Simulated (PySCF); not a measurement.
# C5H9NOSi: magnetic properties

Aim: compute the magnetic properties of C5H9NOSi (`CC(/C=N\[SiH3])=C\C=O`).

Programs: PySCF 2.14.0, with routines of our own; each step states its level. All values are computed. Atoms count from 0.

## 1. The starting structure

17 atoms, charge 0, multiplicity 1; geometry from: GFN2-xTB.

## 2. Magnetic properties: GIAO PBE0/pcSseg-1

Job settings and geometry (Å):

```
{"job": {"kind": "mag", "xc": "PBE0", "basis": "pcSseg-1", "isotopologues": 2}, "charge": 0, "multiplicity": 1}
C     -1.020121     1.669772    -0.954641
C     -0.454982     0.354894    -0.528087
C      0.738501    -0.067983    -1.285680
N      1.758270    -0.653903    -0.860389
Si     2.405337    -1.196199     0.636639
C     -0.939161    -0.447735     0.435398
C     -2.094564    -0.199390     1.284140
O     -2.453779    -0.939572     2.166819
H     -1.973957     1.888220    -0.486527
H     -1.146962     1.683391    -2.036689
H     -0.316532     2.462926    -0.699198
H      0.711836     0.192940    -2.348832
H      3.771067    -0.681789     0.569849
H      1.764204    -0.749661     1.878503
H      2.332688    -2.650232     0.515284
H     -0.442039    -1.391677     0.620142
H     -2.646802     0.738028     1.083359
```

Method: GIAO PBE0/pcSseg-1 magnetisability, rotational g tensor and spin-rotation constants, non-relativistic, gas phase.

Started as:

```console
$ OMP_NUM_THREADS=1 python excited_run.py task.json out
```

This one command runs all jobs of the session in turn.

Output:

```text
coarse grid: 14784 points
cycle   1  E = -614.6105572413  dE =  1.114e+00  |g| = 8.445e-01  |ddm| = 3.824e+00
cycle   2  E = -614.0791582768  dE =  5.314e-01  |g| = 1.805e+00  |ddm| = 3.385e+00
cycle   3  E = -614.7550470670  dE = -6.759e-01  |g| = 1.637e-01  |ddm| = 2.731e+00
cycle   4  E = -614.7603951974  dE = -5.348e-03  |g| = 8.475e-02  |ddm| = 2.548e-01
cycle   5  E = -614.7618948171  dE = -1.500e-03  |g| = 3.205e-02  |ddm| = 1.082e-01
cycle   6  E = -614.7621283213  dE = -2.335e-04  |g| = 7.739e-03  |ddm| = 3.507e-02
cycle   7  E = -614.7621402474  dE = -1.193e-05  |g| = 2.469e-03  |ddm| = 8.373e-03
cycle   8  E = -614.7621415482  dE = -1.301e-06  |g| = 1.019e-03  |ddm| = 3.205e-03
final grid: 138520 points
cycle   9  E = -614.8174097734  dE = -1.625e-05  |g| = 1.284e-02  |ddm| = 3.493e-02
cycle  10  E = -614.8173172375  dE =  9.254e-05  |g| = 2.529e-02  |ddm| = 3.449e-02
cycle  11  E = -614.8174423010  dE = -1.251e-04  |g| = 2.423e-03  |ddm| = 2.529e-02
cycle  12  E = -614.8174435232  dE = -1.222e-06  |g| = 3.618e-04  |ddm| = 2.364e-03
cycle  13  E = -614.8174435380  dE = -1.482e-08  |g| = 2.480e-04  |ddm| = 4.641e-04
cycle  14  E = -614.8174435519  dE = -1.384e-08  |g| = 3.067e-05  |ddm| = 2.624e-04
cycle  15  E = -614.8174435521  dE = -2.104e-10  |g| = 9.797e-06  |ddm| = 4.311e-05
converged SCF energy = -614.8174435521

Magnetisability tensor (1e-30 J/T^2)
     -925.28     -143.47     -135.66
     -143.47     -990.68     -176.23
     -135.66     -176.23     -972.24
isotropic -962.74   principal values   -1270.78   -812.45   -804.98
isotropic susceptibility -57.977 1e-6 cm^3/mol

Inertial axes            a          b          c
rot. const./GHz      2.1970     1.0487     0.7488
chi total           -50.091    -48.843    -74.998
chi diamagnetic    -673.317  -1223.368  -1686.743
chi paramagnetic    623.226   1174.525   1611.745
quadrupole/D A       -9.657      5.378      4.279
g nuclear            0.5923     0.5494     0.5555
g electronic        -0.6432    -0.5786    -0.5670
g total             -0.0509    -0.0293    -0.0115

Spin-rotation constants (kHz, H = +C I.J)
atom  isotope        aa         bb         cc
  3    14N        0.572      0.312      0.040
  8     1H        0.068     -0.099     -0.082
  9     1H       -0.237     -0.011     -0.057
 10     1H       -0.195     -0.105     -0.007
 11     1H       -0.169      0.084     -0.049
 12     1H        0.035     -0.093     -0.037
 13     1H       -0.056     -0.064     -0.030
 14     1H       -0.188     -0.045      0.003
 15     1H       -0.050     -0.016     -0.069
 16     1H       -0.003      0.019     -0.041
  0    13C*       0.332      0.144      0.090
  1    13C*       1.115      0.357      0.154
  2    13C*       0.934      0.486      0.201
  4   29Si*      -1.189     -0.543     -0.442
  5    13C*       0.883      0.357      0.161
  6    13C*       1.093      0.469      0.203
  7    17O*      -1.602     -1.133     -0.087
* in the singly substituted isotopologue

Isotopologues: g along a, b, c
2H    at 8,9,10,11,12,1    -0.0447    -0.0263    -0.0104
13C   at 0                 -0.0501    -0.0291    -0.0114
```

Wall time 33 s (1 thread of Intel Xeon Platinum 8488C, shared host); peak memory 0.82 GiB.

In short:

| quantity | value |
| --- | --- |
| magnetisability | -963·10⁻³⁰ J/T² |
| molar susceptibility | -58.0·10⁻⁶ cm³/mol |
| rotational g (a, b, c) | -0.0509, -0.0293, -0.0115 |

## 3. Magnetic properties: GIAO wB97X-D/6-31G in dimethylsulfoxide

The job, as its differences from that of step 2:

```diff
@@ -1,2 +1,2 @@
-{"job": {"kind": "mag", "xc": "PBE0", "basis": "pcSseg-1", "isotopologues": 2}, "charge": 0, "multiplicity": 1}
+{"job": {"kind": "mag", "xc": "wB97X-D", "basis": "6-31G", "solvent": "dimethylsulfoxide"}, "charge": 0, "multiplicity": 1}
 C     -1.020121     1.669772    -0.954641
```

Level: GIAO wB97X-D/6-31G magnetisability, non-relativistic, IEF-PCM dimethylsulfoxide.

Output:

```text
coarse grid: 14784 points
cycle   1  E = -614.9930269470  dE =  1.450e+00  |g| = 8.771e-01  |ddm| = 3.973e+00
cycle   2  E = -614.8454678917  dE =  1.476e-01  |g| = 1.297e+00  |ddm| = 2.419e+00
cycle   3  E = -615.1707328907  dE = -3.253e-01  |g| = 5.415e-02  |ddm| = 1.515e+00
cycle   4  E = -615.1715048916  dE = -7.720e-04  |g| = 4.341e-02  |ddm| = 1.096e-01
cycle   5  E = -615.1719204129  dE = -4.155e-04  |g| = 1.336e-02  |ddm| = 5.814e-02
cycle   6  E = -615.1719719721  dE = -5.156e-05  |g| = 4.370e-03  |ddm| = 2.530e-02
cycle   7  E = -615.1719807127  dE = -8.741e-06  |g| = 1.055e-03  |ddm| = 1.252e-02
final grid: 138520 points
cycle   8  E = -615.0971912748  dE = -9.850e-05  |g| = 5.680e-03  |ddm| = 4.243e-02
cycle   9  E = -615.0971956409  dE = -4.366e-06  |g| = 4.718e-03  |ddm| = 9.768e-03
cycle  10  E = -615.0972005062  dE = -4.865e-06  |g| = 1.107e-03  |ddm| = 4.590e-03
cycle  11  E = -615.0972007835  dE = -2.773e-07  |g| = 3.623e-04  |ddm| = 1.619e-03
cycle  12  E = -615.0972008329  dE = -4.934e-08  |g| = 6.865e-05  |ddm| = 7.183e-04
cycle  13  E = -615.0972008358  dE = -2.893e-09  |g| = 2.688e-05  |ddm| = 1.958e-04
cycle  14  E = -615.0972008368  dE = -1.022e-09  |g| = 1.451e-05  |ddm| = 1.302e-04
cycle  15  E = -615.0972008369  dE = -1.518e-10  |g| = 4.786e-06  |ddm| = 4.015e-05
converged SCF energy = -615.0972008369

Magnetisability tensor (1e-30 J/T^2)
     -986.02     -145.75     -149.15
     -145.75    -1068.15     -185.29
     -149.15     -185.29    -1047.07
isotropic -1033.75   principal values   -1359.50   -878.23   -863.52
isotropic susceptibility -62.254 1e-6 cm^3/mol

Inertial axes            a          b          c
rot. const./GHz      2.1970     1.0487     0.7488
chi total           -53.448    -52.972    -80.342
chi diamagnetic    -671.710  -1224.812  -1688.260
chi paramagnetic    618.262   1171.840   1607.918
quadrupole/D A      -13.151      7.062      6.089
```

Wall time 20 s (1 thread of Intel Xeon Platinum 8488C, shared host); peak memory 0.64 GiB.

Key values:

| quantity | value |
| --- | --- |
| magnetisability | -1034·10⁻³⁰ J/T² |
| molar susceptibility | -62.3·10⁻⁶ cm³/mol |

## 4. Outcome

| quantity | value |
| --- | --- |
| magnetisability (step 2, GIAO PBE0/pcSseg-1) | -963·10⁻³⁰ J/T² |
| molar susceptibility (step 2, GIAO PBE0/pcSseg-1) | -58.0·10⁻⁶ cm³/mol |
| rotational g (a, b, c) (step 2, GIAO PBE0/pcSseg-1) | -0.0509, -0.0293, -0.0115 |

**Reading.** The values above hold for this geometry and these levels alone. Vibrational averaging and real surroundings are missing from these values.
